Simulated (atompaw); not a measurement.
# Tungsten: generating and testing a PAW (atompaw) potential

Aim: build the potential from the settings below, then test how well it stands in for the atom: scattering, ghost states and the plane-wave cutoff that it needs.

Method: atompaw 4.2.0.5, PBE, scalar-relativistic.

### Step 1. Starting point

The settings as typed:

```json
{"element": "tungsten (W, Z = 74)", "type": "PAW", "frozen core": "[Xe] 4f14", "valence charge": "6", "reference configuration": "5d4 6s1.75 6p0.25", "partial waves": "6s (bound): rc 2.25 bohr; 6s channel at 0.35 Ry: rc 3.00 bohr; 6p (bound): rc 2.85 bohr; 6p channel at 1.05 Ry: rc 3.00 bohr; 5d (bound): rc 3.00 bohr; 5d channel at 0.3 Ry: rc 3.00 bohr", "local potential": "bessel scheme, radius 2.25 bohr", "core correction": "smooth core density matched at 2.45 bohr", "augmentation charge": "sinc compensation charge, radius 2.85 bohr; PAW radius 3.00 bohr; waves and projectors: custom rrkj gramschmidtortho"}
```

The nodes and maxima of the atom's own shells, from an earlier all-electron run, set the scale for the radii.

All-electron outer shells of the reference configuration (PBE, scalar-relativistic, ld1.x):

| shell | level (eV) | outermost node (bohr) | outermost maximum (bohr) |
| --- | --- | --- | --- |
| 5p | -43.63 | 0.57 | 1.09 |
| 4f | -33.63 | – | 0.43 |
| 6s | -6.00 | 1.28 | 2.64 |
| 5d | -4.86 | 0.63 | 1.49 |
| 6p | -1.58 | 1.54 | 3.70 |

### Step 2. Generation

Contents of W.input:

```
W 74
GGA-PBE scalarrelativistic loggrid 2001 logderivrange -2 5 176
6 6 5 4 0 0
6 0 1.75
6 1 0.25
5 2 4
0 0 0
c
c
c
c
c
v
c
c
c
c
v
c
c
v
c
2
3.00 2.85 2.25 2.45
y
0.35
n
y
1.05
n
y
0.3
n
custom rrkj gramschmidtortho sinc
bessel
2.25
3.00
2.85
3.00
3.00
3.00
PWSCFOUT
UPFDX 0.0125d0 UPFXMIN -7.d0 UPFZMESH 74.d0
END
```

Command:

```sh
$ atompaw < W.input > W.log
```

Before running it: what results should come out? Wanted: cutoffs for 10 and 1 mRy, occupied levels; bound ghosts; largest phase difference near zero energy, channels read; lowest eigenvalue of the overlap; share of valence orbitals outside the PAW sphere; UPF file.

As calculated:

```
                                                quantity                      value
               cutoffs for 10 and 1 mRy, occupied levels            10 Ry and 18 Ry
                                            bound ghosts             p at -75.65 eV
largest phase difference near zero energy, channels read                  0.003 rad
         lowest eigenvalue of the overlap (Bessel basis)                  0.021 (s)
        share of valence orbitals outside the PAW sphere  6s 50 %, 6p 84 %, 5d 14 %
                                                UPF file                    written
```

A bound ghost (p) makes it unfit for use: electrons would fall into a state below the valence levels of that channel. By its cutoff, 10 Ry for the looser tolerance, it is soft. The slowest level is 5d: taken alone it needs 12 Ry to come within 1 mRy, against 8 Ry for 6s. Near zero energy the phases of the channels with partial waves agree within 0.003 rad. The pseudo curves have a pole that the atom lacks: s at 1.41 Ry. At positive energy this is a spurious resonance, even with no bound ghost. These are tests on the free atom; a crystal test is still owed.
